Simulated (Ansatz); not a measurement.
# Ni: what SCF settings change

Wanted: the cost and the effect of other mixers, smearings and limits on one cell of Ni. The cell (1 atom) is Ni in the deposited crystal structure (space group Fm-3m). Source: COD entry 1534892; the sample's temperature and pressure aren't taken into account.

Program: Ansatz 0.2.0. Level of theory: DFT PBE, PAW, plane waves, scalar-relativistic. These are calculated values, not measurements.

5 further runs of the same task are left out: 3 that didn't finish, 2 set aside as unsound or not needed.

### 1 The starting structure

Symmetry: Fm-3m, No. 225, cubic system. The conventional cell has a = 3.450 Å, b = 3.450 Å, c = 3.450 Å, α = 90.00°, β = 90.00°, γ = 90.00°. Around Ni (site symmetry m-3m) lie 12 Ni at 2.44 Å.

As a file:

```cif
data_structure
_symmetry_space_group_name_H-M 'Fm-3m'
_symmetry_Int_Tables_number 225
_cell_length_a 3.4500
_cell_length_b 3.4500
_cell_length_c 3.4500
_cell_angle_alpha 90.000
_cell_angle_beta 90.000
_cell_angle_gamma 90.000
_cell_volume 41.06
loop_
_atom_site_label
_atom_site_type_symbol
_atom_site_symmetry_multiplicity
_atom_site_Wyckoff_symbol
_atom_site_fract_x
_atom_site_fract_y
_atom_site_fract_z
_atom_site_occupancy
Ni1 Ni 4 a 0.00000 0.00000 0.00000 1
```

Labels such as Ni1 number the atoms in the order of the input file.

Changes shown after the default run: Anderson, β 0.5, history 4, no preconditioner; 1 band beyond the filled ones; direct minimisation; iteration limit 12; cutoff 520 eV; Fermi–Dirac width 0.001 eV, no switch to direct minimisation; Anderson, β 1.0, history 4, no preconditioner.

The search for lower states is off throughout, and inputs that name a mixer don't switch to direct minimisation unless they say so. Spin is collinear, with starting moments Ni1 2.00 μB. β is the mixing step of the charge; the magnetisation has a step of its own, which the program sets unless it is named.

### 2 Default SCF settings

Contents of input.yaml:

```yaml
crystal:
  lattice:
    - [0.0, 1.725, 1.725]
    - [1.725, 0.0, 1.725]
    - [1.725, 1.725, 0.0]
  atoms:
    - { symbol: Ni, position: [0.0, 0.0, 0.0], spin: 2.0 }
magnetization:
  spin_polarized: true
hamiltonian:
  xc: pbe
  pseudopotentials: { kind: paw }
basis:
  ecutwfc: 420
kpoints:
  mp_grid: { grid: [15, 15, 15] }
scf:
  occupations: { method: fermi_dirac, width: 0.05 }
  lower_state_search: "off"
output:
  forces: true
  stress: true
```

Command:

```sh
$ ansatz run input.yaml --threads 2 --pin off --max-ram 5120MiB --backend cpu --events-out ev --progress --plain --runs-dir out
```

After this run come: Anderson, β 0.5, history 4, no preconditioner; 1 band beyond the filled ones; Direct minimisation; Iteration limit 12; Cutoff 520 eV; Fermi–Dirac width 0.001 eV, no switch to direct minimisation; Anderson, β 1.0, history 4, no preconditioner.

Q: What does this run give, and which of the planned changes alter effort or result? Wanted: largest shift of the free energy by occupations, cutoff, mesh or field.

The runs gave:

```
                                                                                             quantity                                                                                                value
                                                                                          default run  9 iterations, ferromagnetic, site moments Ni1 0.68 μB, total 0.65 μB per cell, no gap on the k-mesh
fewest iterations to that state among the runs shown (an iteration of direct minimisation costs more)                                                                               8 (iteration limit 12)
                                                                                most iterations to it                                                   24 (Anderson, β 1.0, history 4, no preconditioner)
                                          runs that end in another state, among changes of path alone                                                                                                    0
                               largest shift of the free energy by occupations, cutoff, mesh or field                         +6.7 meV/atom (Fermi–Dirac width 0.001 eV, no switch to direct minimisation)
```

**Reading.** The default and the runs that change only the path, 6 in all, end in one state, in 8 to 24 iterations. Occupations, cutoff, mesh and fields change the problem that is solved, not just the path; the largest shift here is that of “Fermi–Dirac width 0.001 eV, no switch to direct minimisation”. Other settings tried on this cell gave no result: linear mixing, β 0.1, no preconditioner (not converged after 50 iterations, still settling); fixed occupations (input refused); linear mixing, β 0.9, no preconditioner (not converged after 50 iterations, cycles). Counts include iterations that the program adds to test a close, so a difference of one or two ranks nothing. The starting density is a sum of atomic densities.
